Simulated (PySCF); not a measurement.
# C2H6OZn (ZnMe(OMe)): the cost of one run

Programs: PySCF 2.14.0, with density-fitted response routines of our own. Each step states its level of theory. These are calculated values for one molecule in the gas phase, unless marked as measured. Atoms count from 0, in the outputs and in this text.

## (1) Starting geometry

10 atoms, charge 0, multiplicity 1; geometry from: GFN2-xTB. The atoms were then displaced at random by about 0.03 Å, so the start is not that level's minimum.

Bonds of the start (Å): Zn0–C1 1.94, Zn0–O5 1.75, C1–H2 1.10, C1–H3 1.17, C1–H4 1.10, O5–C6 1.37, C6–H7 1.09, C6–H8 1.04, C6–H9 1.07.

## (2) Optimising the geometry at PBE0-D3(BJ)/def2-SVP

What the job is given:

```
{"job": {"xc": "PBE0", "basis": "def2-SVP", "d3": "d3bj", "grid": 1, "maxiter": 40, "shake": 0.03, "kind": "geom"}, "charge": 0, "multiplicity": 1}
Zn    -0.370630    -0.193620     0.594300
C      0.024750    -0.778000     2.402150
H     -0.876420    -0.964310     3.011490
H      0.765660    -0.021490     2.890650
H      0.598830    -1.703440     2.280830
O      0.179950     0.328490    -0.985440
C     -0.000070     0.717700    -2.290600
H     -1.009670     1.080250    -2.476790
H      0.171530    -0.087940    -2.923650
H      0.640730     1.545610    -2.498530
```

Launch:

```sh
OMP_NUM_THREADS=1 python probes_run.py task.json out
```

The driver reads the jobs from task.json and runs them one after another.

**Question.** How long does this first job take on 1 thread of Arm Neoverse V1, shared host, and how much memory does it need?

About 75 s, with a peak of 0.41 GiB.
